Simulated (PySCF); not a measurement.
# [Pb(CH3)2]2+: other functionals and bases at one geometry

The task here is to estimate one member of a computed series from the others.

Method: several levels, as the steps say, no spin–orbit coupling; program: PySCF 2.14.0.

1 further run of the same task is left out (for a known fault of the program).

### Starting geometry

9 atoms, charge 2, spin multiplicity 1.

Bond lengths: Pb1–C2 2.227 Å, Pb1–C6 2.227 Å, C2–H3 1.104 Å, C2–H4 1.104 Å, C2–H5 1.104 Å, C6–H7 1.104 Å, C6–H8 1.104 Å, C6–H9 1.104 Å. Angles: C2–Pb1–C6 179.9°, Pb1–C2–H3 104.6°, Pb1–C2–H4 104.7°, Pb1–C2–H5 104.7°, H3–C2–H4 113.8°, H3–C2–H5 113.8°, H4–C2–H5 113.8°, Pb1–C6–H7 104.6°, Pb1–C6–H8 104.7°, Pb1–C6–H9 104.7°, H7–C6–H8 113.8°, H7–C6–H9 113.8°, H8–C6–H9 113.8°.

As a file:

```xyz
9
charge 2, multiplicity 1
Pb    0.0000    0.0000    0.7778
C     2.2275    0.0000    0.7760
H     2.5046    0.0000   -0.2928
H     2.5074    0.9253    1.3096
H     2.5074   -0.9253    1.3096
C    -2.2275    0.0000    0.7760
H    -2.5046    0.0000   -0.2928
H    -2.5074   -0.9253    1.3096
H    -2.5074    0.9253    1.3096
```

Formal oxidation states: Pb +4. An earlier session relaxed this geometry at PBE0, Pb def2-SVP with ECP60, C def2-SVP, H def2-SVP (singlet, point group D3h).

At PBE0 on the finer grid: E = -271.748370 Eh, HOMO -19.75 eV, LUMO -13.76 eV, Mulliken charge on Pb1 +1.23 e, largest force component 0.006 eV/Å. 

Levels to run: r2SCAN; BLYP; PBE0, TZVP. Hardware: 2 threads of Arm Neoverse V1, shared host.

The first run:

File run.py (the lines that set the calculation):

```python
mol = gto.M(atom='''
Pb     0.00000     0.00000     0.77784
C      2.22748     0.00000     0.77601
H      2.50464     0.00000    -0.29279
H      2.50744     0.92525     1.30965
H      2.50744    -0.92525     1.30965
C     -2.22748     0.00000     0.77601
H     -2.50464     0.00000    -0.29279
H     -2.50744    -0.92525     1.30965
H     -2.50744     0.92525     1.30965''',
    basis={'Pb': 'def2-SVP', 'C': 'def2-SVP', 'H': 'def2-SVP'},
    ecp={'Pb': 'def2-SVP'},
    charge=2, spin=0)
mf = dft.RKS(mol, xc='R2SCAN')
mf.grids.atom_grid = (75, 302)
mf = mf.density_fit()  # fitting sets: Pb def2-universal-JKFIT, C def2-universal-JKFIT, H def2-universal-JKFIT
mf.conv_tol = 1e-08; mf.max_cycle = 55
mf.kernel(dm0)  # dm0: the density of the relaxed state
```

The run is started by

```console
$ OMP_NUM_THREADS=2 python run.py
```

Among the steps run: r2SCAN; BLYP; PBE0, TZVP.

One table of the session follows, with a row left open; its other results are not shown here.

| level | HOMO (eV) | gap (eV) | charge on Pb1 (e) | largest force component (eV/Å) |
| --- | --- | --- | --- | --- |
| PBE0 (relaxed here) | -19.75 | 5.98 | 1.23 | 0.01 |
| r2SCAN | -18.99 | 4.65 | 1.24 | 0.13 |
| BLYP | -18.61 | 4.02 | 1.16 | 0.47 |
| PBE0, TZVP | ? | ? | ? | ? |

**Question.** Estimate the row for PBE0, TZVP.

**Answer.** HOMO (eV): -19.62; gap (eV): 5.93; charge on Pb1 (e): 1.21; largest force component (eV/Å): 0.30. In the column «HOMO (eV)» it lies between PBE0 (relaxed here) (-19.75) and r2SCAN (-18.99).

In one basis the HOMO–LUMO gap runs from 4.02 eV (BLYP) to 5.98 eV (PBE0). The largest leftover force, 0.47 eV/Å with BLYP, stands at a geometry relaxed at another level. Total energies of different levels can't be compared.
